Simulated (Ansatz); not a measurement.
Runs of Ansatz 0.2.0 on CsLiCr2Te2S3. It takes space group P3m1 (No. 156, trigonal). Conventional cell: a = 3.604 Å, b = 3.604 Å, c = 19.067 Å, α = 90.00°, β = 90.00°, γ = 120.00°. Cs (site symmetry 3m) has 3 S at 3.38 Å and 6 Cs at 3.60 Å and 3 Te at 3.77 Å as nearest neighbours. Around Li (site symmetry 3m) lie 6 S at 2.63 to 2.66 Å. Cr (site symmetry 3m) is surrounded by 3 S at 2.40 Å and 3 Te at 2.74 Å. Around Cr (site symmetry 3m) lie 6 S at 2.43 to 2.45 Å. Around Te (site symmetry 3m) lie 6 Te at 3.60 Å and 3 Cs at 3.77 Å. Te (site symmetry 3m) has 3 Cr at 2.74 Å as nearest neighbours. S (site symmetry 3m) has 3 Cr at 2.45 Å and 3 Li at 2.63 Å as nearest neighbours. S (site symmetry 3m) is surrounded by 3 Cr at 2.40 Å and 3 Li at 2.66 Å. The cell was built by a generator and needn't be a form met in nature.

```tsv
task	level	potentials or basis	cell	k mesh	cutoff (eV)	points for each segment of the path	gap on the mesh (eV)	pressure (GPa)	moment (μB)	relaxed volume (Å³/atom)	largest force (eV/Å)
relaxation of cell and atoms	PBE+D3(BJ)	Ansatz PAW	relaxed	6 × 6 × 1	420	-	none	0.0	5.82	(a)	-
band structure	r2SCAN	Ansatz PAW	as given	9 × 9 × 2	500	10	none	0.2	(b)	-	(c)
single point	PBE	PseudoDojo standard (PBE files)	as given	9 × 9 × 2	1279	-	none	0.2	5.65	-	0.05
relaxation of cell and atoms	r2SCAN	Ansatz PAW	relaxed	6 × 6 × 1	500	-	none	0.0	5.96	23.29	-
```

Alike in all rows: spin collinear, ferromagnetic start; smearing fermi-dirac 0.05 eV.

Task: Fill in the values left out.

Result: (a) 22.00; (b) 5.63; (c) 0.23.

Caveats: only a ferromagnetic start was run, and an antiferromagnetic order may lie lower in energy; the plane-wave basis is chosen anew once the cell has moved, so the energies of steps on either side of that aren't comparable (some runs); the magnetic or orbital state may not be the lowest (some runs); the PAW data sets come from PBE, with cores solved anew for the run's functional, which leaves a small shift of forces and pressure (some runs); pairwise dispersion overbinds metals, which lowers pressure and volume (some runs); spin-orbit coupling is left out, which moves the levels of the heavy elements (some runs).

A k mesh can miss the band edges, and the runs leave out spin-orbit coupling on Cs, Te.

A gap of «none» marks a metal or a gap under the smearing width.
